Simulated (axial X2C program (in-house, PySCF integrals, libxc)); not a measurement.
**A two-component session on BiH⁻: properties at the nuclei**

Aim: properties at the nuclei of BiH⁻, with spin–orbit coupling in the Hamiltonian from the start.

Program: an in-house X2C program for linear molecules on PySCF integrals. Level of theory: two-component X2C with atomic mean-field terms, Bi dyall-acv3z, H dyall-av3z. These are calculated values, not measurements.

### Step 1. Set-up

File task.json:

```json
{"zs": [83, 1], "q": -1, "bas": ["dyall-acv3z", "dyall-av3z"], "r0": 1.83, "levels": ["PBE0", "HF", "LDA", "BP86", "TPSSh"], "nst": 3}
```

Keys: zs atomic numbers; q charge; bas basis sets; r0 starting distance in Å; levels methods (HF also brings MP2); nst determinants followed.

The run is started by

```bash
$ python soeom.py task.json out
```

After this run come: Expectation values, lowest determinant; Expectation values, a higher determinant; Expectation values, a higher determinant.

Before running it: what results should come out? Wanted: lowest determinant; Eeff magnitude; Ws magnitude Bi; A∥/gI Bi; qzz Bi; higher determinant (for each run or level that gives them).

The runs gave:

```
                                        quantity                                    value
                              lowest determinant  Ω = 3/2 (excess of +ω over −ω: ω = 3/2)
                    Eeff magnitude (GV/cm), PBE0                                     8.79
                     Ws magnitude Bi (kHz), PBE0                                        7
                            A∥/gI Bi (MHz), PBE0                                      177
                             qzz Bi (a.u.), PBE0                                     6.34
                              higher determinant  Ω = 1/2 (excess of +ω over −ω: ω = 1/2)
Eeff magnitude (GV/cm), PBE0, higher determinant                                     42.1
 Ws magnitude Bi (kHz), PBE0, higher determinant                                      101
        A∥/gI Bi (MHz), PBE0, higher determinant                                     8320
         qzz Bi (a.u.), PBE0, higher determinant                                     2.24
                              higher determinant  Ω = 1/2 (excess of +ω over −ω: ω = 1/2)
Eeff magnitude (GV/cm), PBE0, higher determinant                                     14.2
 Ws magnitude Bi (kHz), PBE0, higher determinant                                     35.2
        A∥/gI Bi (MHz), PBE0, higher determinant                                     1990
         qzz Bi (a.u.), PBE0, higher determinant                                     0.88
```

What this shows: In the first state, the effective field runs from 5.29 to 21.4 GV/cm over the mean-field levels, so the levels don't agree on it. The expectation values come from single determinants, which for open shells can mix terms of unlike spin or miss the lowest Ω, so a determinant need not be a state. Eeff is the effective electric field on the electron dipole moment in this Ω state and Ws the scalar–pseudoscalar constant (defined with the proton number Z and per Ω); A∥ is the parallel hyperfine constant, which follows by multiplying with the nuclear g factor gI = μI/(I μN); qzz is the electric field gradient, eQq0 = 234.96 MHz × Q/barn × qzz. The operators were transformed with the bare-nucleus X2C matrices.
